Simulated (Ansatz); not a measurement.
# Hf3AlN4: the cost of one run

Program: Ansatz 0.2.0. Level of theory: DFT PBE, scalar-relativistic, plane waves, PAW. These are calculated values, not measurements.

**1. The starting structure**

Symmetry: P4/mmm, No. 123, tetragonal system. Conventional cell: a = 3.445 Å, b = 3.445 Å, c = 9.745 Å, α = 90.00°, β = 90.00°, γ = 90.00°. Around Hf (site symmetry 4mm) lie 6 N at 2.44 Å. Hf (site symmetry 4/mmm) has 6 N at 2.44 Å as nearest neighbours. Al (site symmetry 4/mmm) has 6 N at 2.44 Å as nearest neighbours. Around N (site symmetry 4/mmm) lie 6 Hf at 2.44 Å. N (site symmetry 4mm) is surrounded by 5 Hf at 2.44 Å and 1 Al at 2.44 Å. N (site symmetry 4/mmm) has 4 Al at 2.44 Å and 2 Hf at 2.44 Å as nearest neighbours.

Structure file:

```xyz
8
Lattice="3.4453 0.0000 0.0000 0.0000 3.4453 0.0000 0.0000 0.0000 9.7449" Properties=species:S:1:pos:R:3 pbc="T T T"
Hf    0.0000    0.0000    7.3087
Hf    1.7227    1.7227    0.0000
Hf    0.0000    0.0000    2.4362
Al    1.7227    1.7227    4.8724
N     0.0000    0.0000    0.0000
N     1.7227    1.7227    2.4362
N     0.0000    0.0000    4.8724
N     1.7227    1.7227    7.3087
```

The start is an ordering of an alloy on its end members' structure types: elements ordered on the sites of the AlN type, Hf/Al on Al (P4/mmm, No. 123).

**2. A first look at the guess**

input.yaml reads:

```yaml
crystal:
  lattice:
    - [3.4453365, 0.0, 0.0]
    - [0.0, 3.4453365, 0.0]
    - [0.0, 0.0, 9.74488322]
  atoms:
    - { symbol: Hf, position: [0.0, 0.0, 0.75] }
    - { symbol: Hf, position: [0.5, 0.5, 0.0] }
    - { symbol: Hf, position: [0.0, 0.0, 0.25] }
    - { symbol: Al, position: [0.5, 0.5, 0.5] }
    - { symbol: "N", position: [0.0, 0.0, 0.0] }
    - { symbol: "N", position: [0.5, 0.5, 0.25] }
    - { symbol: "N", position: [0.0, 0.0, 0.5] }
    - { symbol: "N", position: [0.5, 0.5, 0.75] }
basis:
  ecutwfc: 420
kpoints:
  mp_grid: { grid: [6, 6, 2] }
hamiltonian:
  xc: pbe
scf:
  occupations: { method: gaussian, width: 0.1 }
  lower_state_search: "off"
output:
  forces: true
  stress: true
  eigenvalues: true
```

On the command line:

```
> ansatz run input.yaml --threads 1 --pin off --max-ram 2560MiB --backend cpu --events-out ev --progress --plain --runs-dir out
```

**Question.** How long does this run take on 1 thread of Intel Xeon at 2.50GHz (Skylake/Cascade Lake), shared host, and how much memory does it need?

About 15 s, with a peak of 0.45 GiB.
